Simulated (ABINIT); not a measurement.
The system is AlSn.

```xyz
2
Lattice="4.1981 0.0000 0.0000 -2.0991 3.6357 0.0000 0.0000 0.0000 3.3068" Properties=species:S:1:pos:R:3 pbc="T T T"
Sn    0.0000    2.4238    1.6534
Al    0.0000    0.0000    0.0000
```

The cell comes from a database or a generator and needn't be the stable form of this composition.

```yaml
Program: ABINIT 10.8.3 (patched build)
Task: single point
Functional: PBE
Potentials_or_basis: JTH PAW PBE v2.0
Cutoff: 599 eV
k_mesh: 7 × 7 × 8
Occupations: fermi-dirac, width 0.05 eV
Spin: no spin polarisation
```

On this cell: pressure 0.2 GPa; largest force under 0.003 eV/Å; band gap on the k mesh none (metal or under the smearing width).

The same run follows on a disturbed copy (atoms moved at random, drawn with an rms of 0.05 Å):

```
CELL_PARAMETERS angstrom
4.19811 0.00000 0.00000
-2.09905 3.63567 0.00000
0.00000 0.00000 3.30685
ATOMIC_POSITIONS crystal
Sn 0.33146 0.66059 0.49587
Al 0.00564 0.00428 0.99455
```

Problem. What changes?

Solution. The energy (extrapolated to zero smearing) moves by +1.3 meV/atom; pressure 0.3 GPa; largest force 0.140 eV/Å; band gap on the k mesh none (metal or under the smearing width).

Forces in eV/Å, atoms in the order of the input:
```
Sn   0.035  0.136 -0.006
Al  -0.035 -0.136  0.006
```

Stress tensor (GPa, compression positive):
```
-0.29 -0.11  0.00
-0.11  0.58 -0.01
 0.00 -0.01  0.47
```
